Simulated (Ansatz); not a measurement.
# CO on Mo (110)

The task here is to estimate one member of a computed series from the others.

Program: Ansatz 0.2.0. Level of theory: DFT PBE+D3(BJ), scalar-relativistic, plane waves, PAW. These are calculated values, not measurements.

1 further run of the same task is left out (set aside as unsound or not needed).

## Starting point

The structure is cubic, space group Im-3m (No. 229). Conventional cell: a = 3.130 Å, b = 3.130 Å, c = 3.130 Å, α = 90.00°, β = 90.00°, γ = 90.00°. Around Mo (site symmetry m-3m) lie 8 Mo at 2.71 Å.

Structure file:

```cif
data_structure
_symmetry_space_group_name_H-M 'P 1'
_symmetry_Int_Tables_number 1
_cell_length_a 2.7108
_cell_length_b 2.7108
_cell_length_c 2.7108
_cell_angle_alpha 109.471
_cell_angle_beta 109.471
_cell_angle_gamma 109.471
_cell_volume 15.34
loop_
_atom_site_label
_atom_site_type_symbol
_atom_site_fract_x
_atom_site_fract_y
_atom_site_fract_z
_atom_site_occupancy
Mo1 Mo 0.00000 0.00000 0.00000 1
```

It is the result of an earlier relaxation at this level (volume 15.34 Å³/atom; gap on the mesh: none (metal)).

A (110) slab, 6.6 Å thick as cut, with 17 Å of vacuum, in a 2×2 surface cell; its outer planes are Mo (top) and Mo (bottom).

The slab as cut. Layers, bottom to top:

| plane | atoms per cell | height over the lowest (Å) |
| --- | --- | --- |
| 1 | Mo4 | 0.00 |
| 2 | Mo4 | 2.21 |
| 3 | Mo4 | 4.43 |
| 4 | Mo4 | 6.64 |

Set-up of the first run:

Planes are indexed in the bulk's conventional cell (Im-3m (No. 229)), a = 3.130 Å, b = 3.130 Å, c = 3.130 Å, α = 90.00°, β = 90.00°, γ = 90.00°.

The input, input.yaml:

```yaml
crystal:
  lattice:
    - [5.4216634934, 0.0, 0.0]
    - [-1.8072211645, 5.111593362, 0.0]
    - [0.0, 0.0, 23.6401545579]
  atoms:
    - { symbol: Mo, position: [0.25, 0.25, 0.3595577169] }
    - { symbol: Mo, position: [0.25, 0.75, 0.3595577169] }
    - { symbol: Mo, position: [0.75, 0.25, 0.3595577169] }
    - { symbol: Mo, position: [0.75, 0.75, 0.3595577169] }
    - { symbol: Mo, position: [0.5, 0.5, 0.4531859056] }
    - { symbol: Mo, position: [0.5, 0.0, 0.4531859056] }
    - { symbol: Mo, position: [0.0, 0.5, 0.4531859056] }
    - { symbol: Mo, position: [0.0, 0.0, 0.4531859056] }
    - { symbol: Mo, position: [0.75, 0.75, 0.5468140944] }
    - { symbol: Mo, position: [0.75, 0.25, 0.5468140944] }
    - { symbol: Mo, position: [0.25, 0.75, 0.5468140944] }
    - { symbol: Mo, position: [0.25, 0.25, 0.5468140944] }
    - { symbol: Mo, position: [0.0, 0.0, 0.6404422831] }
    - { symbol: Mo, position: [0.0, 0.5, 0.6404422831] }
    - { symbol: Mo, position: [0.5, 0.0, 0.6404422831] }
    - { symbol: Mo, position: [0.5, 0.5, 0.6404422831] }
basis:
  ecutwfc: 420
kpoints:
  mp_grid: { grid: [6, 6, 1] }
hamiltonian:
  xc: pbe
  dispersion: d3bj
scf:
  occupations: { method: gaussian, width: 0.1 }
output:
  forces: true
  eigenvalues: true
relax:
  adjacent_minimum: "off"
  f_tol: 0.03
  max_steps: 70
  constraints: [{ sites: [0, 1, 2, 3, 4, 5, 6, 7] }]
efield:
  axis: 3
  dipole_correction: true
```

Launch:

```sh
> ansatz run input.yaml --threads 4 --pin off --max-ram 10240MiB --backend cpu --events-out ev --progress --plain --runs-dir out
```

Among the steps run: Relaxing the clean slab; Start: CO, top (Mo); Start: CO, hollow (nearest Mo); CO put at a bridge (Mo-Mo) site; Start: CO, hollow over Mo.

One of the session's tables, all rows but one given; the rest of the session is left out.

It belongs to the step «CO: energies by site». 

| start | E_ads (eV) | height (Å) | Δφ, top (eV) | Δ dipole (e·Å) |
| --- | --- | --- | --- | --- |
| top (Mo) at (0.00, 0.00) | -1.95 | 2.02 | +0.78 | -0.131 |
| hollow (nearest Mo) at (0.17, 0.83) | -2.06 | 1.68 | +0.84 | -0.138 |
| bridge (Mo-Mo) at (0.00, 0.75) | ? | ? | ? | ? |
| hollow over Mo at (0.75, 0.75) | -1.93 | 1.42 | +1.19 | -0.187 |

**Question.** Estimate the row for bridge (Mo-Mo) at (0.00, 0.75).

As computed: E_ads (eV): -1.78; height (Å): 1.71; Δφ, top (eV): +0.97; Δ dipole (e·Å): -0.156. In the column «E_ads (eV)» it is the highest.

Limits of these values: A start on a symmetric site keeps its symmetry, so an end may be a saddle point and not a minimum. The final runs have no spin polarisation, so no magnetic state was tried and one may lie lower. Warnings in the runs' records: xc potential rough in thin density.
